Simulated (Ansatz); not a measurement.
Consider a check of PAW against all-electron LAPW of PbS, space group Fm-3m (the Python package of Ansatz (0.2.0)).

`run_paw_lapw.py`:
```python
import ansatz as az
import numpy as np

SETTINGS = {
    "functional": "pbe",
    "smearing": "fermi_dirac",
}


def count_gap(report):
    # lowest empty less highest filled band, counting bands; zero where they overlap
    return max(report.get("gap_by_band_count_ev") or 0.0, 0.0)

lattice = az.Lattice.of(
    [0.0, 2.96575, 2.96575],
    [2.96575, 0.0, 2.96575],
    [2.96575, 2.96575, 0.0],
)
sites = [
    ("Pb", [0.0, 0.0, 0.0]),
    ("S", [0.5, 0.5, 0.5]),
]
crystal = az.Crystal(lattice=lattice)
for symbol, position in sites:
    crystal = crystal.atom(symbol, position)

setup = (
    crystal.calculation()
    .functional(SETTINGS["functional"])
    .kpoints(6, center="gamma")
    .occupations(SETTINGS["smearing"])
    .stress()
    .forces()
    .band_table()
)
variants = {
    "PAW": setup.pseudopotentials("paw"),
    "LAPW": setup.pseudopotentials("all_electron", lapw=True),
}
rows = []
for label, variant in variants.items():
    data = variant.run().report
    levels = np.array(data["eigenvalues_ev"][0]) - data["fermi_energy_ev"]
    print(label, "levels at the first k-point near E_F:", np.round(levels[np.abs(levels) < 5], 3))
    rows.append((label, data["n_electrons"], np.trace(data["stress_gpa"]) / 3, count_gap(data)))
for row in rows:
    print("; ".join(f"{name} = {round(v, 4) if isinstance(v, float) else v}" for name, v in zip(["treatment", "electrons in bands", "P GPa", "gap by band count eV"], row)))
```

How well do the two treatments of the cores agree on the pressure?

PAW gives 2.147 GPa and LAPW 2.156 GPa, 0.008 GPa apart. They took 0.7 and 5.0 s of processor time.

What the script printed:

```console
$ python run_paw_lapw.py
DeckWarning: basis.ecutwfc = 420 eV, auto-derived from the records' recommended cutoffs: set by Pb (normal level)
PAW levels at the first k-point near E_F: [-2.362 -2.362 -2.362]
LAPW levels at the first k-point near E_F: [-2.363 -2.363 -2.363]
treatment = PAW; electrons in bands = 20.0; P GPa = 2.1475; gap by band count eV = 0.3595
treatment = LAPW; electrons in bands = 50.0; P GPa = 2.1556; gap by band count eV = 0.3583
```
(Warnings from the package without file and line.)

Notes:
- Spin-orbit coupling, left out here, can change this gap by several tenths of an eV, and inverted bands can meet off the mesh.
- The computed bands are complete only to about 5.0 eV above the Fermi level.
- Of the deposited cell: the entry's cell lengths or inner coordinates differ somewhat from later room-temperature determinations.
- In a crystal with a gap the Fermi level's place inside it depends on smearing and mesh.
- The starting cell is as deposited in a crystallographic database; the results hold for this polymorph, which needn't be the stable one.
- Gaps and levels are Kohn-Sham values on a finite set of k-points, without spin-orbit coupling.
- Pressure is positive in compression; the treatments may keep other shells as core, so totals and counts of electrons can differ.
- Processor time in the engine: 5.7 s on 1 thread of Intel(R) Xeon(R) Processor @ 2.30GHz, on a shared host, peak memory 0.55 GiB.
